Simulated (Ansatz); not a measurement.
From input file to script: YTe, space group P-6m2 in Ansatz 0.2.0.

```yaml
crystal:
  lattice:
    - [4.109094, 0.0, 0.0]
    - [-2.054547, 3.55858, 0.0]
    - [0.0, 0.0, 4.061666]
  atoms:
    - { symbol: "Y", position: [0.3333333333333333, 0.6666666666666666, 0.0] }
    - { symbol: Te, position: [0.6666666666666666, 0.3333333333333333, 0.5] }
accuracy: medium
basis:
  ecutwfc: 260.0
  xc_grid: 1
kpoints:
  mp_grid:
    grid: [5, 5, 5]
    shift: [0.0, 0.0, 0.0]
hamiltonian:
  xc: lda
  pseudopotentials:
    kind: paw
scf:
  mixing:
    algorithm: msr1
    beta: 0.5
  occupations:
    method: fermi_dirac
    width: 0.05
output:
  eigenstates:
    nscf_kmesh:
      grid: [10, 10, 8]
    de_dk: true
```

Script `fermi.py`:
```python
# -*- coding: utf-8 -*-
"""Area of the Fermi surface of YTe."""

import warnings

import ansatz

config = {
    "cutoff": 260,
    "functional": "LDA",
    "occupations": "fermi_dirac",
    "smearing_width": 0.05,
    "beta": 0.5,
}

warnings.simplefilter("ignore", ansatz.DeckWarning)

system = (
    ansatz.Lattice.of((4.109094, 0.0, 0.0), (-2.054547, 3.55858, 0.0), (0.0, 0.0, 4.061666))
    .atom("Y", (1 / 3, 2 / 3, 0.0))
    .atom("Te", (2 / 3, 1 / 3, 0.5))
)

job = (
    system.calculation()
    .pseudopotentials("paw")
    .kpoints(5, center="gamma")
    .basis(config["cutoff"], xc_grid=1)
    .functional(config["functional"])
    .accuracy("medium")
    .occupations(config["occupations"], width=config["smearing_width"])
    .mixing("msr1", beta=config["beta"])
    .eigenstates(nscf_kmesh=(10, 10, 8), level_slopes=True)
)
surface = job.run(threads=1).fermi_surface().to_plain()
for way, reading in surface.items():
    if reading:
        rho_lambda = [f"{v:.3e}" for v in reading["resistivity_times_mean_free_path_ohm_m2"]]
        print(f"{way:24s} area {reading['spin_summed_area_per_ang2']:8.3f} 1/A^2  rho*lambda (ohm m^2) {rho_lambda}")
```

```console
$ python fermi.py
by_tetrahedra            area   24.263 1/A^2  rho*lambda (ohm m^2) ['1.161e-15', '1.161e-15', '1.519e-15']
by_slopes                area   22.133 1/A^2  rho*lambda (ohm m^2) ['1.370e-15', '1.370e-15', '1.404e-15']
on_every_second_point    area   26.579 1/A^2  rho*lambda (ohm m^2) ['1.042e-15', '1.042e-15', '1.450e-15']
```

What to keep in mind:
- The settings weren't tested for convergence.
- The cutoff lies under the one recommended for these potentials.
- The mesh is modest for a metal, so energies can be off by several to tens of meV an atom and pressures by half a GPa or more; differences at equal mesh fare better.
- This cell is a computed structure, which may not be the phase found in nature.
- The three readings differ by the mesh error.
- The script silences the warnings on its input, which a real study should read.
- The whole script took 3.3 s on 1 thread of Arm Neoverse V2 (shared host), peak memory 0.33 GiB.

(Lines on the test bed's own set-up are left out of the output.)
